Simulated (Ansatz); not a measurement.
# CH7GaSSi: up Jacob's ladder to CCSD(T)

How much do the methods differ for CH7GaSSi? The plan is to run it at one geometry with functionals of several rungs and with coupled cluster. The yardstick is the atomisation energy at the CCSD(T) limit.

Computed with Ansatz 0.2.0, Gaussian basis. Level: functionals in def2-TZVPP, the program's frozen cores in correlated methods.

Plan: LDA (SPW92), PBE-D4, revPBE-D4, BLYP-D4, r2SCAN-D4, B97M-V, PBE0-D4, B3LYP-D4, r2SCANh-D4, r2SCAN0-D4, HSE06-D4, BHLYP-D4, CAM-B3LYP-D4, LC-ωPBE, ωB97X-V, ωB97M-V, B2PLYP, PBE-QIDH; CCSD(T)/def2-SVP; CCSD(T)/def2-TZVPP; MP2/def2-QZVPP; extrapolation to the limit; RPA on PBE.

## 1. The geometry

All runs share one geometry, relaxed beforehand with PBE0-D4 in a triple-zeta def2 set.

11 atoms, charge 0, spin multiplicity 1.

Atoms are counted from 1 here; the program's logs count them from 0.

Bond lengths: C1–Si2 1.865 Å, C1–H5 1.092 Å, C1–H6 1.093 Å, C1–H7 1.092 Å, Si2–S3 2.145 Å, Si2–H8 1.487 Å, Si2–H9 1.486 Å, S3–Ga4 2.199 Å, Ga4–H10 1.559 Å, Ga4–H11 1.564 Å. Angles: Si2–C1–H5 110.6°, Si2–C1–H6 110.3°, Si2–C1–H7 110.8°, H5–C1–H6 108.5°, H5–C1–H7 108.4°, H6–C1–H7 108.1°, C1–Si2–S3 112.0°, C1–Si2–H8 110.1°, C1–Si2–H9 110.5°, S3–Si2–H8 109.9°, S3–Si2–H9 105.5°, H8–Si2–H9 108.6°, Si2–S3–Ga4 99.5°, S3–Ga4–H10 115.9°, S3–Ga4–H11 117.9°, H10–Ga4–H11 126.3°.

## 2. LDA

This LDA is Slater exchange with PW92 correlation.

in.yaml reads:

```yaml
crystal:
  periodic: [false, false, false]
  atoms:
    - {symbol: C, position_ang: [-0.283344, 1.602308, -0.384134]}
    - {symbol: Si, position_ang: [0.861446, 0.186321, -0.787299]}
    - {symbol: S, position_ang: [1.393290, -0.940436, 0.958299]}
    - {symbol: Ga, position_ang: [-0.522247, -1.953450, 1.333064]}
    - {symbol: H, position_ang: [0.160954, 2.252641, 0.372197]}
    - {symbol: H, position_ang: [-0.481875, 2.197343, -1.279818]}
    - {symbol: H, position_ang: [-1.238015, 1.232077, -0.003408]}
    - {symbol: H, position_ang: [0.232645, -0.708540, -1.795164]}
    - {symbol: H, position_ang: [2.144267, 0.694968, -1.339342]}
    - {symbol: H, position_ang: [-0.557252, -2.907281, 2.565961]}
    - {symbol: H, position_ang: [-1.709868, -1.655931, 0.359654]}
basis:
  gaussian: {orbitals: def2-TZVPP}
hamiltonian: {xc: lda}
output: {orbitals: {seedname: orbitals}}
```

Run with:

```sh
$ ansatz run in.yaml --threads 2 --pin off --events-out ev --progress --plain --max-ram 32768MiB --backend cpu
```

After this run come: PBE-D4 (GGA); revPBE-D4 (GGA); BLYP-D4 (GGA); r2SCAN-D4 (meta-GGA); B97M-V (meta-GGA); B3LYP-D4 (hybrid); r2SCANh-D4 (hybrid); r2SCAN0-D4 (hybrid); HSE06-D4 (hybrid); BHLYP-D4 (hybrid); CAM-B3LYP-D4 (range-separated); LC-ωPBE (range-separated); ωB97X-V (range-separated); ωB97M-V (range-separated); B2PLYP (double hybrid); PBE-QIDH (double hybrid); CCSD(T) in def2-SVP; CCSD(T) in def2-TZVPP; MP2 in def2-QZVPP; RPA on PBE orbitals.

Q: Predict the results of all the runs planned. Wanted: atomisation energy, CCSD(T)/CBS; farthest beyond LDA; mean size of error, GGA; mean size of error, meta-GGA; mean size of error, hybrid; mean size of error, range-separated; mean size of error, double hybrid; gap, smallest and largest; T1 diagnostic.

The runs gave:

| quantity | value |
| --- | --- |
| atomisation energy, CCSD(T)/CBS | 826.3 kcal/mol |
| functionals within 8.3 kcal/mol (1.0 %) | PBE-D4, r2SCAN-D4, B97M-V, PBE0-D4, B3LYP-D4, r2SCANh-D4, r2SCAN0-D4, HSE06-D4, CAM-B3LYP-D4, ωB97X-V, ωB97M-V, PBE-QIDH |
| farthest beyond LDA | revPBE-D4 (-17.9 kcal/mol) |
| mean size of error, GGA | 12.9 kcal/mol |
| mean size of error, meta-GGA | 3.9 kcal/mol |
| mean size of error, hybrid | 7.1 kcal/mol |
| mean size of error, range-separated | 4.5 kcal/mol |
| mean size of error, double hybrid | 11.1 kcal/mol |
| gap, smallest and largest | 3.90 eV (LDA (SPW92)), 10.58 eV (LC-ωPBE) |
| T1 diagnostic | 0.0126 |
| triples share of the correlation energy | 4.0 % |

What this shows: LDA overbinds by 92.7 kcal/mol (11 %). PBE-D4 misses by -4.0 kcal/mol. Double hybrids carry the basis error of their MP2 part in triple zeta, and no dispersion term here, so their miss is partly the set-up's. The rungs meta-GGA, range-separated, hybrid miss on average by less than the doubt on the reference (8.3 kcal/mol), so they tie. Misses under about 8.3 kcal/mol are within the doubt on the reference itself, which lacks core-valence correlation, relativity and higher excitations, and its outer-core shells are covered unevenly. Hartree-Fock recovers 75 % of the binding; the rest is correlation. CCSD(T) in def2-SVP is off by -51.6 kcal/mol, which most functionals beat. The gap grows from 3.9 to 10.6 eV across the functionals, mostly with the share of exact exchange. Correlated methods include outer-core shells of Ga, which these sets cover unevenly.
